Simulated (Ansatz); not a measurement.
# ClHTa: the cost of one run

Program: Ansatz 0.2.0, Gaussian basis. Level of theory: def2-TZVPP, core rule «outside noble gas», up to 9 orbitals frozen. These are calculated values, not measurements.

Plan: UHF; ROHF; CCSD(T) on UHF.

### Step 1. The geometry

The geometry is a PBE0/def2-TZVP stationary point (not a proven minimum) of the parent state, kept for this charge and spin. No spin-orbit coupling is included. Elements past krypton take def2 core potentials.

3 atoms, charge 0, spin multiplicity 2.

Atoms are counted from 1 here; the program's logs count them from 0.

Bond lengths: Ta1–Cl2 2.311 Å, Ta1–H3 1.863 Å. Angles: Cl2–Ta1–H3 180.0°.

### Step 2. UHF

in.yaml reads:

```yaml
crystal:
  periodic: [false, false, false]
  atoms:
    - {symbol: Ta, position_ang: [0.000000, 0.000000, 0.149600]}
    - {symbol: Cl, position_ang: [0.000000, 0.000000, -2.161700]}
    - {symbol: H, position_ang: [0.000000, 0.000000, 2.012100]}
basis:
  gaussian: {orbitals: def2-TZVPP}
magnetization: {spin_polarized: true, initial_magnetization: 1}
hamiltonian: {xc: hf}
output: {orbitals: {seedname: orbitals}}
```

Launch:

```
$ ansatz run in.yaml --threads 1 --pin off --events-out ev --progress --plain --max-ram 4096MiB --backend cpu
```

What time and memory should one allow on 1 thread of AMD EPYC 7R13, shared host?

About 16 s, with a peak of 0.31 GiB.
